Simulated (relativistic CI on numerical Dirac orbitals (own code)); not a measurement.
# V: the cost of one run

Program: relativistic CI on numerical Dirac orbitals (own code) version 3. Level of theory: charge-transfer multiplet model of a cubic metal-ligand cluster with up to 1 ligand holes, Slater and spin-orbit integrals from Dirac-Coulomb-Breit ions, Slater integrals scaled by 0.8. These are calculated values, not measurements, unless marked.

## Step 1: The atom as given

- ion: V⁴⁺ (V V)
- nuclear charge: 23
- electrons: 19
- d electrons: 1
- ligand holes at most: 1
- parameters: in eV; Veg, Vt2g hoppings, tenDq and tenDqL metal and ligand splittings (negative tenDq: tetrahedral), red the scaling of hopping with a core hole
- temperature: 300 K
- widths: Lorentz 0.4 eV, Gauss 0.3 eV

## Step 2: Upd = 5.4 eV

Settings of the run:

```ini
cluster ion=V4+ d1 ligand_holes=1 slater_scale=0.8
Delta=1.3 Udd=4.8 Upd=5.4 tenDq=0.45 tenDqL=0.8 Veg=1.65 Vt2g=-0.73 red=1
spectrum xas L2,3 T=300 lorentz=0.4 gauss=0.3
```

On the command line:

```
python run_levels.py task.json out
```

The settings of every run stand in task.json; they run in order.

Q: Estimate wall time and peak memory on 1 thread of Intel Xeon Platinum 8559C, shared host.

About 2.7 s, with a peak of 0.2 GiB.
